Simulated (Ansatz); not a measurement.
**H8N2SSi2: up Jacob's ladder to CCSD(T)**

An exercise on one series of results from a longer session: the logs are not shown, and one member is left open.

Program: Ansatz 0.2.0, Gaussian basis. Level of theory: functionals in def2-TZVPP, the program's frozen cores in correlated methods. These are calculated values, not measurements.

Levels to be run: PBE-D4, r2SCAN-D4, PBE0-D4, B3LYP-D4, ωB97X-V, ωB97M-V, B2PLYP; CCSD(T)/def2-TZVPP; MP2/def2-QZVPP; extrapolation to the limit.

## Structure used throughout

All runs share one geometry, relaxed beforehand with PBE0-D4 in a triple-zeta def2 set.

13 atoms, charge 0, spin multiplicity 1.

Atoms are counted from 1 here; the program's logs count them from 0.

Bond lengths: N1–Si2 1.709 Å, N1–H6 1.009 Å, N1–H7 1.008 Å, Si2–S3 2.159 Å, Si2–H8 1.483 Å, Si2–H9 1.482 Å, S3–Si4 2.124 Å, Si4–N5 1.727 Å, Si4–H10 1.488 Å, Si4–H11 1.484 Å, N5–H12 1.009 Å, N5–H13 1.009 Å. Angles: Si2–N1–H6 116.7°, Si2–N1–H7 119.4°, H6–N1–H7 111.3°, N1–Si2–S3 117.5°, N1–Si2–H8 108.4°, N1–Si2–H9 107.6°, S3–Si2–H8 106.6°, S3–Si2–H9 104.6°, H8–Si2–H9 112.2°, Si2–S3–Si4 96.2°, S3–Si4–N5 110.0°, S3–Si4–H10 104.6°, S3–Si4–H11 112.5°, N5–Si4–H10 115.4°, N5–Si4–H11 105.0°, H10–Si4–H11 109.5°, Si4–N5–H12 117.7°, Si4–N5–H13 118.7° and more.

Coordinates:

```xyz
13
charge 0, multiplicity 1
N    -1.3011   -1.7323   -0.1210
Si    0.0969   -1.3420   -1.0237
S     0.2670    0.6746   -1.7764
Si    0.9228    1.5453    0.0467
N    -0.1507    1.1109    1.3272
H    -1.4342   -1.2350    0.7470
H    -2.1761   -1.8738   -0.6003
H     1.2857   -1.5783   -0.1698
H     0.1006   -2.1945   -2.2360
H     1.0135    3.0017   -0.2451
H     2.2527    1.0407    0.4714
H     0.2160    1.1113    2.2674
H    -1.0931    1.4714    1.3127
```

Set-up of the first run:

in.yaml

```yaml
crystal:
  periodic: [false, false, false]
  atoms:
    - {symbol: N, position_ang: [-1.301119, -1.732298, -0.121026]}
    - {symbol: Si, position_ang: [0.096917, -1.341968, -1.023669]}
    - {symbol: S, position_ang: [0.267048, 0.674593, -1.776416]}
    - {symbol: Si, position_ang: [0.922847, 1.545267, 0.046686]}
    - {symbol: N, position_ang: [-0.150746, 1.110932, 1.327210]}
    - {symbol: H, position_ang: [-1.434181, -1.235016, 0.747020]}
    - {symbol: H, position_ang: [-2.176137, -1.873753, -0.600322]}
    - {symbol: H, position_ang: [1.285741, -1.578342, -0.169802]}
    - {symbol: H, position_ang: [0.100591, -2.194484, -2.236043]}
    - {symbol: H, position_ang: [1.013457, 3.001701, -0.245087]}
    - {symbol: H, position_ang: [2.252718, 1.040706, 0.471407]}
    - {symbol: H, position_ang: [0.215964, 1.111264, 2.267353]}
    - {symbol: H, position_ang: [-1.093101, 1.471398, 1.312689]}
basis:
  gaussian: {orbitals: def2-TZVPP}
hamiltonian: {xc: pbe, dispersion: d4}
output: {forces: true, orbitals: {seedname: orbitals}}
```

The run is started by

```console
$ ansatz run in.yaml --threads 2 --pin off --events-out ev --progress --plain --max-ram 32768MiB --backend cuda --devices 0, --max-vram 18GiB
```

Steps of the session up to this table: PBE-D4 (GGA); r2SCAN-D4 (meta-GGA); PBE0-D4 (hybrid); B3LYP-D4 (hybrid); ωB97X-V (range-separated); ωB97M-V (range-separated); B2PLYP (double hybrid); CCSD(T) in def2-TZVPP; MP2 in def2-QZVPP.

One table of the session follows, with a row left open; its other results are not shown here.

It belongs to the step «Atomisation energies». 

```
            method  atomisation energy (eV)
            PBE-D4                   44.804
         r2SCAN-D4                   44.387
           PBE0-D4                   44.221
          B3LYP-D4                   44.617
           ωB97X-V                   44.950
           ωB97M-V                   44.840
            B2PLYP                   43.902
     HF/def2-TZVPP                   31.436
    MP2/def2-TZVPP                   43.416
   CCSD/def2-TZVPP                   42.493
CCSD(T)/def2-TZVPP                   43.118
           MP2/CBS                        ?
       CCSD(T)/CBS                   44.645
```

Estimate the missing values for MP2/CBS.

The run gave: atomisation energy (eV): 44.943. In the column «atomisation energy (eV)» it lies between ωB97M-V (44.840) and ωB97X-V (44.950).
